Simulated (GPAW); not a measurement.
# MnS (Fm-3m) in GPAW: notebook

Aim: see how the results for MnS move with the level of theory and the settings. Levels: PBEsol+D3(BJ)+ATM, PBEsol+D4. Tasks: relaxation of cell and atoms.

Everything below comes from runs of GPAW 26.7.0. Logs are shortened: lines on timing, memory, paths and dates and some standing lists are left out, and cuts for length are marked. The log counts tension as positive stress, the text compression.

## 1. The crystal as given

It takes space group Fm-3m (No. 225, cubic). Conventional cell: a = 5.209 Å, b = 5.209 Å, c = 5.209 Å, α = 90.00°, β = 90.00°, γ = 90.00°. Mn (site symmetry m-3m) has 6 S at 2.60 Å as nearest neighbours. S (site symmetry m-3m) is surrounded by 6 Mn at 2.60 Å.

## 2. Relaxation of cell and atoms, PBEsol+D3(BJ)+ATM, collinear spin, ferromagnetic start

The input, run.py:

```python
from ase import Atoms
from ase.calculators.mixing import SumCalculator
from ase.filters import FrechetCellFilter
from ase.io import write
from ase.optimize import BFGS
from dftd3.ase import DFTD3
from gpaw import GPAW, PW, setup_paths

setup_paths.insert(0, '.')

atoms = Atoms(['Mn', 'S'],
              cell=[[0.0, 2.6045, 2.6045],
                    [2.6045, 0.0, 2.6045],
                    [2.6045, 2.6045, 0.0]],
              scaled_positions=[[0.0, 0.0, 0.0],
                                [0.5, 0.5, 0.5]],
              pbc=True)
atoms.set_initial_magnetic_moments([4.0, 0.0])

calc = GPAW(mode=PW(600),
            xc='PBEsol',
            kpts={'size': (9, 9, 9), 'gamma': True},
            occupations={'name': 'fermi-dirac', 'width': 0.05},
            nbands=21,
            convergence={'density': 1e-05, 'forces': 0.0001},
            maxiter=150,
            txt='gpaw.txt')
atoms.calc = SumCalculator([calc, DFTD3(damping='d3bj', params_tweaks=dict(method='pbesol', atm=True))])
opt = BFGS(FrechetCellFilter(atoms), trajectory='relax.traj', logfile='-')
done = opt.run(fmax=0.02, steps=60)
calc.write('gs.gpw')
write('result.traj', atoms)
print('Converged:', done)
print('Cell:', atoms.cell.cellpar().round(4))
print('Volume:', round(atoms.get_volume(), 4))
print(atoms.get_scaled_positions().round(5))
```

Potentials or basis: PAW data sets generated in the run's folder for this functional, pw.

Launch:

```
> gpaw-setup -f PBEsol Mn S
> OMP_NUM_THREADS=1 python run.py
```

gpaw.txt:

```text
__  _  _
 | _ |_)|_||  |
 |__||  | ||/\| - 26.7.0

Input parameters:
  mode=PW(ecut=600.0),
  convergence={'density': 1e-05, 'forces': 0.0001},
  kpts=MonkhorstPack(size=(9, 9, 9), gamma=True),
  maxiter=150,
  nbands=21,
  occupations=Occupations(name='fermi-dirac', width=0.05),
  xc=XC(name='PBEsol')

Diagonalizing LCAO Hamiltonian
Converting LCAO to pw mode

               S

       Mn

Atoms  # Å, Bohr magnetons
|   | symbol |        x |        y |        z |    initial magnetic moments |
|---|--------|----------|----------|----------|-----------------------------|
| 0 |     Mn | 0.000000 | 0.000000 | 0.000000 | ( 0.0000,  0.0000,  4.0000) |
| 1 |      S | 2.604500 | 2.604500 | 2.604500 | ( 0.0000,  0.0000,  0.0000) |

Unit cell  # Å
| periodic |        x |        y |        z |  lengths |    angles |
|----------|----------|----------|----------|----------|-----------|
|      yes | 0.000000 | 2.604500 | 2.604500 | 3.683319 | 60.000000 |
|      yes | 2.604500 | 0.000000 | 2.604500 | 3.683319 | 60.000000 |
|      yes | 2.604500 | 2.604500 | 0.000000 | 3.683319 | 60.000000 |

Number of symmetries: 48
Symmetry operations  # r_c * U_cc + t_c -> r_c
|    | kind |            matrix            |
|----|------|------------------------------|
|  0 |  σ   |  1, 0, 0,  1, 0,-1,  1,-1, 0 |
|  1 |  C2  |  1, 0, 0,  1,-1, 0,  1, 0,-1 |
|  2 |  E   |  1, 0, 0,  0, 1, 0,  0, 0, 1 |
|  3 |  σ   |  1, 0, 0,  0, 0, 1,  0, 1, 0 |
|  4 |  C4  |  1, 0,-1,  1, 0, 0,  1,-1, 0 |
|  5 |  S6  |  1, 0,-1,  1,-1, 0,  1, 0, 0 |
|  6 |  σ   |  1, 0,-1,  0, 1,-1,  0, 0,-1 |
|  7 |  C3  |  1, 0,-1,  0, 0,-1,  0, 1,-1 |
|  8 |  S6  |  1,-1, 0,  1, 0, 0,  1, 0,-1 |
|  9 |  C4  |  1,-1, 0,  1, 0,-1,  1, 0, 0 |
| 10 |  C3  |  1,-1, 0,  0,-1, 1,  0,-1, 0 |
| 11 |  σ   |  1,-1, 0,  0,-1, 0,  0,-1, 1 |
| 12 |  σ   |  0, 1, 0,  1, 0, 0,  0, 0, 1 |
| 13 |  C4  |  0, 1, 0,  0, 1,-1, -1, 1, 0 |
| 14 |  C3  |  0, 1, 0,  0, 0, 1,  1, 0, 0 |
| 15 |  S6  |  0, 1, 0, -1, 1, 0,  0, 1,-1 |
| 16 |  C2  |  0, 1,-1,  1, 0,-1,  0, 0,-1 |
| 17 |  σ   |  0, 1,-1,  0, 1, 0, -1, 1, 0 |
| 18 |  S4  |  0, 1,-1,  0, 0,-1,  1, 0,-1 |
| 19 |  C4  |  0, 1,-1, -1, 1, 0,  0, 1, 0 |
| 20 |  C3  |  0, 0, 1,  1, 0, 0,  0, 1, 0 |
| 21 |  σ   |  0, 0, 1,  0, 1, 0,  1, 0, 0 |
[... 225 lines left out ...]
No gap
No difference between direct/indirect transitions

Stress tensor  # eV/Ang^3
|        x |        y |        z |
|----------|----------|----------|
| 0.044950 | 0.000000 | 0.000000 |
| 0.000000 | 0.044950 | 0.000000 |
| 0.000000 | 0.000000 | 0.044950 |

Forces  # eV/Ang
|       x |       y |       z |
|---------|---------|---------|
| 0.00000 | 0.00000 | 0.00000 |  # Mn   0
| 0.00000 | 0.00000 | 0.00000 |  # S    1

Interpolating wave functions to new cell

               S

       Mn

Atoms  # Å, Bohr magnetons
|   | symbol |        x |        y |        z |    initial magnetic moments |
|---|--------|----------|----------|----------|-----------------------------|
| 0 |     Mn | 0.000000 | 0.000000 | 0.000000 | ( 0.0000,  0.0000,  4.1205) |
| 1 |      S | 2.584012 | 2.584012 | 2.584012 | ( 0.0000,  0.0000,  0.0986) |

Unit cell  # Å
| periodic |         x |         y |         z |  lengths |    angles |
|----------|-----------|-----------|-----------|----------|-----------|
|      yes | -0.000000 |  2.584012 |  2.584012 | 3.654344 | 60.000000 |
|      yes |  2.584012 | -0.000000 |  2.584012 | 3.654344 | 60.000000 |
|      yes |  2.584012 |  2.584012 | -0.000000 | 3.654344 | 60.000000 |

Number of symmetries: 48
Symmetry operations  # r_c * U_cc + t_c -> r_c
|    | kind |            matrix            |
|----|------|------------------------------|
|  0 |  σ   |  1, 0, 0,  1, 0,-1,  1,-1, 0 |
|  1 |  C2  |  1, 0, 0,  1,-1, 0,  1, 0,-1 |
|  2 |  E   |  1, 0, 0,  0, 1, 0,  0, 0, 1 |
|  3 |  σ   |  1, 0, 0,  0, 0, 1,  0, 1, 0 |
|  4 |  C4  |  1, 0,-1,  1, 0, 0,  1,-1, 0 |
|  5 |  S6  |  1, 0,-1,  1,-1, 0,  1, 0, 0 |
|  6 |  σ   |  1, 0,-1,  0, 1,-1,  0, 0,-1 |
|  7 |  C3  |  1, 0,-1,  0, 0,-1,  0, 1,-1 |
|  8 |  S6  |  1,-1, 0,  1, 0, 0,  1, 0,-1 |
|  9 |  C4  |  1,-1, 0,  1, 0,-1,  1, 0, 0 |
| 10 |  C3  |  1,-1, 0,  0,-1, 1,  0,-1, 0 |
| 11 |  σ   |  1,-1, 0,  0,-1, 0,  0,-1, 1 |
| 12 |  σ   |  0, 1, 0,  1, 0, 0,  0, 0, 1 |
| 13 |  C4  |  0, 1, 0,  0, 1,-1, -1, 1, 0 |
| 14 |  C3  |  0, 1, 0,  0, 0, 1,  1, 0, 0 |
| 15 |  S6  |  0, 1, 0, -1, 1, 0,  0, 1,-1 |
| 16 |  C2  |  0, 1,-1,  1, 0,-1,  0, 0,-1 |
| 17 |  σ   |  0, 1,-1,  0, 1, 0, -1, 1, 0 |
| 18 |  S4  |  0, 1,-1,  0, 0,-1,  1, 0,-1 |
| 19 |  C4  |  0, 1,-1, -1, 1, 0,  0, 1, 0 |
| 20 |  C3  |  0, 0, 1,  1, 0, 0,  0, 1, 0 |
| 21 |  σ   |  0, 0, 1,  0, 1, 0,  1, 0, 0 |
[... 205 lines left out ...]
|        ... |               |           |               |           |
|          3 |       -43.197 |     1.000 |       -38.802 |     1.000 |
|          4 |        -7.579 |     1.000 |        -7.261 |     1.000 |
|          5 |         3.870 |     1.000 |         5.506 |     1.000 |
|          6 |         3.870 |     1.000 |         5.506 |     1.000 |
|          7 |         3.870 |     1.000 |         5.506 |     1.000 |
|          8 |         3.972 |     1.000 |         7.402 |     0.034 |
|          9 |         3.972 |     1.000 |         7.402 |     0.034 |
|         10 |         5.270 |     1.000 |         7.402 |     0.034 |
|         11 |         5.270 |     1.000 |         7.495 |     0.006 |
|         12 |         5.270 |     1.000 |         7.495 |     0.006 |
|         13 |         8.955 |     0.000 |         9.942 |     0.000 |
|         14 |        15.747 |     0.000 |        16.873 |     0.000 |
|         15 |        15.747 |     0.000 |        16.873 |     0.000 |
|         16 |        15.747 |     0.000 |        16.873 |     0.000 |
|         17 |        17.635 |     0.000 |        17.874 |     0.000 |
|        ... |               |           |               |           |
|         20 |        19.448 |     0.000 |        21.088 |     0.000 |

No gap
No difference between direct/indirect transitions

Stress tensor  # eV/Ang^3
|         x |         y |        z |
|-----------|-----------|----------|
|  0.038734 | -0.000000 | 0.000000 |
| -0.000000 |  0.038734 | 0.000000 |
|  0.000000 |  0.000000 | 0.038734 |

Forces  # eV/Ang
|       x |        y |        z |
|---------|----------|----------|
| 0.00000 | -0.00000 | -0.00000 |  # Mn   0
| 0.00000 |  0.00000 |  0.00000 |  # S    1

Interpolating wave functions to new cell

               S

       Mn

Atoms  # Å, Bohr magnetons
|   | symbol |        x |        y |        z |    initial magnetic moments |
|---|--------|----------|----------|----------|-----------------------------|
| 0 |     Mn | 0.000000 | 0.000000 | 0.000000 | ( 0.0000,  0.0000,  4.0745) |
| 1 |      S | 2.420446 | 2.420446 | 2.420446 | ( 0.0000,  0.0000,  0.0952) |

Unit cell  # Å
| periodic |        x |        y |        z |  lengths |    angles |
|----------|----------|----------|----------|----------|-----------|
|      yes | 0.000000 | 2.420446 | 2.420446 | 3.423028 | 60.000000 |
|      yes | 2.420446 | 0.000000 | 2.420446 | 3.423028 | 60.000000 |
|      yes | 2.420446 | 2.420446 | 0.000000 | 3.423028 | 60.000000 |

Number of symmetries: 48
Symmetry operations  # r_c * U_cc + t_c -> r_c
|    | kind |            matrix            |
|----|------|------------------------------|
|  0 |  σ   |  1, 0, 0,  1, 0,-1,  1,-1, 0 |
|  1 |  C2  |  1, 0, 0,  1,-1, 0,  1, 0,-1 |
|  2 |  E   |  1, 0, 0,  0, 1, 0,  0, 0, 1 |
|  3 |  σ   |  1, 0, 0,  0, 0, 1,  0, 1, 0 |
|  4 |  C4  |  1, 0,-1,  1, 0, 0,  1,-1, 0 |
|  5 |  S6  |  1, 0,-1,  1,-1, 0,  1, 0, 0 |
|  6 |  σ   |  1, 0,-1,  0, 1,-1,  0, 0,-1 |
|  7 |  C3  |  1, 0,-1,  0, 0,-1,  0, 1,-1 |
|  8 |  S6  |  1,-1, 0,  1, 0, 0,  1, 0,-1 |
|  9 |  C4  |  1,-1, 0,  1, 0,-1,  1, 0, 0 |
| 10 |  C3  |  1,-1, 0,  0,-1, 1,  0,-1, 0 |
| 11 |  σ   |  1,-1, 0,  0,-1, 0,  0,-1, 1 |
| 12 |  σ   |  0, 1, 0,  1, 0, 0,  0, 0, 1 |
| 13 |  C4  |  0, 1, 0,  0, 1,-1, -1, 1, 0 |
| 14 |  C3  |  0, 1, 0,  0, 0, 1,  1, 0, 0 |
| 15 |  S6  |  0, 1, 0, -1, 1, 0,  0, 1,-1 |
| 16 |  C2  |  0, 1,-1,  1, 0,-1,  0, 0,-1 |
| 17 |  σ   |  0, 1,-1,  0, 1, 0, -1, 1, 0 |
| 18 |  S4  |  0, 1,-1,  0, 0,-1,  1, 0,-1 |
| 19 |  C4  |  0, 1,-1, -1, 1, 0,  0, 1, 0 |
| 20 |  C3  |  0, 0, 1,  1, 0, 0,  0, 1, 0 |
| 21 |  σ   |  0, 0, 1,  0, 1, 0,  1, 0, 0 |
[... 242 lines left out ...]
               S

       Mn

Atoms  # Å, Bohr magnetons
|   | symbol |        x |        y |        z |    initial magnetic moments |
|---|--------|----------|----------|----------|-----------------------------|
| 0 |     Mn | 0.000000 | 0.000000 | 0.000000 | ( 0.0000,  0.0000,  3.5162) |
| 1 |      S | 2.452276 | 2.452276 | 2.452276 | ( 0.0000,  0.0000,  0.0678) |

Unit cell  # Å
| periodic |        x |        y |         z |  lengths |    angles |
|----------|----------|----------|-----------|----------|-----------|
|      yes | 0.000000 | 2.452276 |  2.452276 | 3.468042 | 60.000000 |
|      yes | 2.452276 | 0.000000 |  2.452276 | 3.468042 | 60.000000 |
|      yes | 2.452276 | 2.452276 | -0.000000 | 3.468042 | 60.000000 |

Number of symmetries: 48
Symmetry operations  # r_c * U_cc + t_c -> r_c
|    | kind |            matrix            |
|----|------|------------------------------|
|  0 |  σ   |  1, 0, 0,  1, 0,-1,  1,-1, 0 |
|  1 |  C2  |  1, 0, 0,  1,-1, 0,  1, 0,-1 |
|  2 |  E   |  1, 0, 0,  0, 1, 0,  0, 0, 1 |
|  3 |  σ   |  1, 0, 0,  0, 0, 1,  0, 1, 0 |
|  4 |  C4  |  1, 0,-1,  1, 0, 0,  1,-1, 0 |
|  5 |  S6  |  1, 0,-1,  1,-1, 0,  1, 0, 0 |
|  6 |  σ   |  1, 0,-1,  0, 1,-1,  0, 0,-1 |
|  7 |  C3  |  1, 0,-1,  0, 0,-1,  0, 1,-1 |
|  8 |  S6  |  1,-1, 0,  1, 0, 0,  1, 0,-1 |
|  9 |  C4  |  1,-1, 0,  1, 0,-1,  1, 0, 0 |
| 10 |  C3  |  1,-1, 0,  0,-1, 1,  0,-1, 0 |
| 11 |  σ   |  1,-1, 0,  0,-1, 0,  0,-1, 1 |
| 12 |  σ   |  0, 1, 0,  1, 0, 0,  0, 0, 1 |
| 13 |  C4  |  0, 1, 0,  0, 1,-1, -1, 1, 0 |
| 14 |  C3  |  0, 1, 0,  0, 0, 1,  1, 0, 0 |
| 15 |  S6  |  0, 1, 0, -1, 1, 0,  0, 1,-1 |
| 16 |  C2  |  0, 1,-1,  1, 0,-1,  0, 0,-1 |
| 17 |  σ   |  0, 1,-1,  0, 1, 0, -1, 1, 0 |
| 18 |  S4  |  0, 1,-1,  0, 0,-1,  1, 0,-1 |
| 19 |  C4  |  0, 1,-1, -1, 1, 0,  0, 1, 0 |
| 20 |  C3  |  0, 0, 1,  1, 0, 0,  0, 1, 0 |
| 21 |  σ   |  0, 0, 1,  0, 1, 0,  1, 0, 0 |
[... 241 lines left out ...]
               S

       Mn

Atoms  # Å, Bohr magnetons
|   | symbol |        x |        y |        z |    initial magnetic moments |
|---|--------|----------|----------|----------|-----------------------------|
| 0 |     Mn | 0.000000 | 0.000000 | 0.000000 | ( 0.0000,  0.0000,  3.5948) |
| 1 |      S | 2.441371 | 2.441371 | 2.441371 | ( 0.0000,  0.0000,  0.0608) |

Unit cell  # Å
| periodic |        x |        y |         z |  lengths |    angles |
|----------|----------|----------|-----------|----------|-----------|
|      yes | 0.000000 | 2.441371 |  2.441371 | 3.452620 | 60.000000 |
|      yes | 2.441371 | 0.000000 |  2.441371 | 3.452620 | 60.000000 |
|      yes | 2.441371 | 2.441371 | -0.000000 | 3.452620 | 60.000000 |

Number of symmetries: 48
Symmetry operations  # r_c * U_cc + t_c -> r_c
|    | kind |            matrix            |
|----|------|------------------------------|
|  0 |  σ   |  1, 0, 0,  1, 0,-1,  1,-1, 0 |
|  1 |  C2  |  1, 0, 0,  1,-1, 0,  1, 0,-1 |
|  2 |  E   |  1, 0, 0,  0, 1, 0,  0, 0, 1 |
|  3 |  σ   |  1, 0, 0,  0, 0, 1,  0, 1, 0 |
|  4 |  C4  |  1, 0,-1,  1, 0, 0,  1,-1, 0 |
|  5 |  S6  |  1, 0,-1,  1,-1, 0,  1, 0, 0 |
|  6 |  σ   |  1, 0,-1,  0, 1,-1,  0, 0,-1 |
|  7 |  C3  |  1, 0,-1,  0, 0,-1,  0, 1,-1 |
|  8 |  S6  |  1,-1, 0,  1, 0, 0,  1, 0,-1 |
|  9 |  C4  |  1,-1, 0,  1, 0,-1,  1, 0, 0 |
| 10 |  C3  |  1,-1, 0,  0,-1, 1,  0,-1, 0 |
| 11 |  σ   |  1,-1, 0,  0,-1, 0,  0,-1, 1 |
| 12 |  σ   |  0, 1, 0,  1, 0, 0,  0, 0, 1 |
| 13 |  C4  |  0, 1, 0,  0, 1,-1, -1, 1, 0 |
| 14 |  C3  |  0, 1, 0,  0, 0, 1,  1, 0, 0 |
| 15 |  S6  |  0, 1, 0, -1, 1, 0,  0, 1,-1 |
| 16 |  C2  |  0, 1,-1,  1, 0,-1,  0, 0,-1 |
| 17 |  σ   |  0, 1,-1,  0, 1, 0, -1, 1, 0 |
| 18 |  S4  |  0, 1,-1,  0, 0,-1,  1, 0,-1 |
| 19 |  C4  |  0, 1,-1, -1, 1, 0,  0, 1, 0 |
| 20 |  C3  |  0, 0, 1,  1, 0, 0,  0, 1, 0 |
| 21 |  σ   |  0, 0, 1,  0, 1, 0,  1, 0, 0 |
[... 225 lines left out ...]
Stress tensor  # eV/Ang^3
|         x |         y |         z |
|-----------|-----------|-----------|
| -0.018133 |  0.000000 | -0.000000 |
|  0.000000 | -0.018133 |  0.000000 |
| -0.000000 |  0.000000 | -0.018133 |

Forces  # eV/Ang
|       x |        y |        z |
|---------|----------|----------|
| 0.00000 |  0.00000 | -0.00000 |  # Mn   0
| 0.00000 | -0.00000 | -0.00000 |  # S    1

# Writing to gs.gpw (mode='')
```

Run time: 2.1 min. Hardware: 1 thread of Arm Neoverse V2, shared host; peak memory 0.28 GiB.

Results:

```
Free energy                            : -16.1296 eV
Relaxed volume                         : 14.55 Å³/atom
Relaxed cell                           : a = 3.453 Å, b = 3.453 Å, c = 3.453 Å, α = 60.00°, β = 60.00°, γ = 60.00°
Space group after relaxing (to 0.05 Å) : Fm-3m (No. 225)
Energy gained by relaxing              : 9.1 meV/atom
Ionic steps                            : 5
Pressure after relaxing                : 0.0 GPa
Band gap on the k mesh                 : none (metal or under the smearing width)
Net moment                             : 3.93 μB per cell
Site moments                           : Mn +3.57; S +0.06 μB
Dispersion energy per atom             : -0.274 eV
```

Step by step:
| step | energy change (eV) | largest force (eV/Å) | pressure (GPa) | volume (Å³) |
| --- | --- | --- | --- | --- |
| 1 | 0.0000 | 0.0000 | -10.03 | 35.33 |
| 2 | -0.0487 | 0.0000 | -9.16 | 34.51 |
| 3 | -0.0105 | 0.0000 | 2.78 | 28.36 |
| 4 | -0.0169 | 0.0000 | -1.39 | 29.49 |
| 5 | -0.0182 | 0.0000 | 0.05 | 29.10 |

Final structure:
```
Mn S
1.0
     0.00000    2.44137    2.44137
     2.44137    0.00000    2.44137
     2.44137    2.44137    0.00000
Mn S
1 1
Cartesian
  0.0000 0.0000 0.0000
  2.4414 2.4414 2.4414
```

Caveat: each step starts from the last one's moments, so a moment once lost doesn't come back; later steps reuse the first step's grids; the volume moved by over 15 % at a fixed basis, so the end points are rough; a cell with one magnetic atom can't hold antiferromagnetic order, which such compounds often take; semilocal functionals often make such compounds metallic where correlation or magnetic order opens a gap, which also shifts bond lengths; pairwise dispersion overbinds metals, which lowers pressure and volume.

## 3. Relaxation of cell and atoms, PBEsol+D4, collinear spin, ferromagnetic start

run.py, as its differences from that of step 2:

```diff
@@ -5,3 +5,3 @@
 from ase.optimize import BFGS
-from dftd3.ase import DFTD3
+from dftd4.ase import DFTD4
 from gpaw import GPAW, PW, setup_paths
@@ -27,3 +27,3 @@
             txt='gpaw.txt')
-atoms.calc = SumCalculator([calc, DFTD3(damping='d3bj', params_tweaks=dict(method='pbesol', atm=True))])
+atoms.calc = SumCalculator([calc, DFTD4(method='pbesol')])
 opt = BFGS(FrechetCellFilter(atoms), trajectory='relax.traj', logfile='-')
```

Potentials or basis: PAW data sets generated in the run's folder for this functional, pw.

Launch:

```
> gpaw-setup -f PBEsol Mn S
> OMP_NUM_THREADS=1 python run.py
```

Wall time 4.1 min (1 thread of Arm Neoverse V2, shared host); peak memory 0.35 GiB.

The run converged. Its results:

| Property | Result |
| --- | --- |
| Free energy | -16.1317 eV |
| Relaxed volume | 14.56 Å³/atom |
| Relaxed cell | a = 3.454 Å, b = 3.454 Å, c = 3.454 Å, α = 60.00°, β = 60.00°, γ = 60.00° |
| Space group after relaxing (to 0.05 Å) | Fm-3m (No. 225) |
| Energy gained by relaxing | 108.4 meV/atom |
| Ionic steps | 5 |
| Pressure after relaxing | 0.0 GPa |
| Band gap on the k mesh | none (metal or under the smearing width) |
| Net moment | 3.93 μB per cell |
| Site moments | Mn +3.57; S +0.06 μB |
| Dispersion energy per atom | -0.275 eV |

Step by step:
```csv
step,energy change (eV),largest force (eV/Å),pressure (GPa),volume (Å³)
1,0.0000,0.0000,-9.12,35.33
2,-0.0401,0.0000,-8.29,34.58
3,-0.2167,0.0000,0.35,29.04
4,-0.2169,0.0000,-0.30,29.21
5,-0.2169,0.0000,0.00,29.13
```

Final structure:
```
Mn S
1.0
     0.00000    2.44212    2.44212
     2.44212    0.00000    2.44212
     2.44212    2.44212    0.00000
Mn S
1 1
Direct
  0.00000 0.00000 0.00000
  0.50000 0.50000 0.50000
```

Levels at points of the mesh, in eV from the Fermi level:
Spin up:
| k point | band 10 | band 11 | band 12 | band 13 | band 14 | band 15 | band 16 | band 17 |
| --- | --- | --- | --- | --- | --- | --- | --- | --- |
| (0.00, 0.00, 0.00) | -3.21 | -2.07 | -2.07 | -2.07 | 3.32 | 9.05 | 9.05 | 9.05 |
Spin down:
```
           k point  band 6  band 7  band 8  band 9  band 10  band 11
(0.00, 0.00, 0.00)   -1.87   -1.87   -1.87   -0.39    -0.39    -0.39
```

Caveat: each step starts from the last one's moments, so a moment once lost doesn't come back; later steps reuse the first step's grids; the volume moved by over 15 % at a fixed basis, so the end points are rough; a cell with one magnetic atom can't hold antiferromagnetic order, which such compounds often take; semilocal functionals often make such compounds metallic where correlation or magnetic order opens a gap, which also shifts bond lengths; pairwise dispersion overbinds metals, which lowers pressure and volume. With open d or f shells a metallic result of PBEsol can be an artefact of self-interaction; +U or a hybrid may open a gap.
